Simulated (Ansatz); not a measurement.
**GaGeH5O: one species, many methods**

An exercise on one series of results from a longer session: the logs are not shown, and one member is left open.

The runs use Ansatz 0.2.0, Gaussian basis; functionals in def2-TZVPP, the program's frozen cores in correlated methods.

Levels to be run: LDA (SPW92), PBE-D4, revPBE-D4, BLYP-D4, r2SCAN-D4, B97M-V, PBE0-D4, B3LYP-D4, r2SCANh-D4, r2SCAN0-D4, HSE06-D4, BHLYP-D4, CAM-B3LYP-D4, LC-ωPBE, ωB97X-V, ωB97M-V, B2PLYP, PBE-QIDH; CCSD(T)/def2-SVP; CCSD(T)/def2-TZVPP; MP2/def2-QZVPP; extrapolation to the limit; RPA on PBE.

**The geometry**

An earlier PBE0-D4 in a triple-zeta def2 set relaxation fixed the geometry.

SMILES `[OH][GaH][GeH3]`, 8 atoms, charge 0, spin multiplicity 1.

Atoms are counted from 1 here; the program's logs count them from 0.

Bond lengths: O1–Ga2 1.791 Å, O1–H4 0.959 Å, Ga2–Ge3 2.443 Å, Ga2–H5 1.563 Å, Ge3–H6 1.540 Å, Ge3–H7 1.540 Å, Ge3–H8 1.540 Å. Angles: Ga2–O1–H4 114.3°, O1–Ga2–Ge3 118.2°, O1–Ga2–H5 112.9°, Ge3–Ga2–H5 128.9°, Ga2–Ge3–H6 111.0°, Ga2–Ge3–H7 111.1°, Ga2–Ge3–H8 111.8°, H6–Ge3–H7 107.3°, H6–Ge3–H8 107.7°, H7–Ge3–H8 107.7°.

Set-up of the first run:

in.yaml reads:

```yaml
crystal:
  periodic: [false, false, false]
  atoms:
    - {symbol: O, position_ang: [-1.874072, 0.835120, -1.167894]}
    - {symbol: Ga, position_ang: [-0.115426, 0.877134, -0.833321]}
    - {symbol: Ge, position_ang: [0.789815, -0.707410, 0.790866]}
    - {symbol: H, position_ang: [-2.354631, 0.171501, -0.668707]}
    - {symbol: H, position_ang: [0.634745, 1.969049, -1.662406]}
    - {symbol: H, position_ang: [1.465204, 0.027671, 1.963168]}
    - {symbol: H, position_ang: [1.853414, -1.614451, 0.145365]}
    - {symbol: H, position_ang: [-0.306949, -1.615715, 1.377127]}
basis:
  gaussian: {orbitals: def2-TZVPP}
hamiltonian: {xc: lda}
output: {orbitals: {seedname: orbitals}}
```

Steps of the session up to this table: LDA; PBE-D4 (GGA); revPBE-D4 (GGA); BLYP-D4 (GGA); r2SCAN-D4 (meta-GGA); B97M-V (meta-GGA); PBE0-D4 (hybrid); B3LYP-D4 (hybrid); r2SCANh-D4 (hybrid); r2SCAN0-D4 (hybrid); HSE06-D4 (hybrid); BHLYP-D4 (hybrid); CAM-B3LYP-D4 (range-separated); LC-ωPBE (range-separated); ωB97X-V (range-separated); ωB97M-V (range-separated); B2PLYP (double hybrid); PBE-QIDH (double hybrid).

One table of the session follows, with a row left open; its other results are not shown here.

It belongs to the step «Orbital energies across the functionals». 

| functional | HOMO (eV) | LUMO (eV) | gap (eV) |
| --- | --- | --- | --- |
| LDA (SPW92) | -6.66 | -2.50 | 4.16 |
| PBE-D4 | -6.54 | -2.27 | 4.27 |
| revPBE-D4 | -6.48 | -2.16 | 4.32 |
| BLYP-D4 | -6.41 | -2.20 | 4.21 |
| r2SCAN-D4 | -6.82 | -2.08 | 4.74 |
| B97M-V | -6.90 | -2.26 | 4.64 |
| PBE0-D4 | -7.67 | -1.52 | 6.15 |
| B3LYP-D4 | -7.47 | -1.77 | 5.70 |
| r2SCANh-D4 | -7.23 | -1.81 | 5.43 |
| r2SCAN0-D4 | -7.86 | -1.42 | 6.44 |
| HSE06-D4 | -7.28 | -1.89 | 5.39 |
| BHLYP-D4 | -8.69 | -0.79 | 7.90 |
| CAM-B3LYP-D4 | -8.93 | -0.60 | 8.33 |
| LC-ωPBE | -10.21 | 0.55 | 10.77 |
| ωB97X-V | -9.89 | 0.41 | 10.29 |
| ωB97M-V | ? | ? | ? |

Q: Estimate the row for ωB97M-V from the others.

As computed: HOMO (eV): -9.71; LUMO (eV): 0.21; gap (eV): 9.92. In the column «HOMO (eV)» it lies between ωB97X-V (-9.89) and CAM-B3LYP-D4 (-8.93).
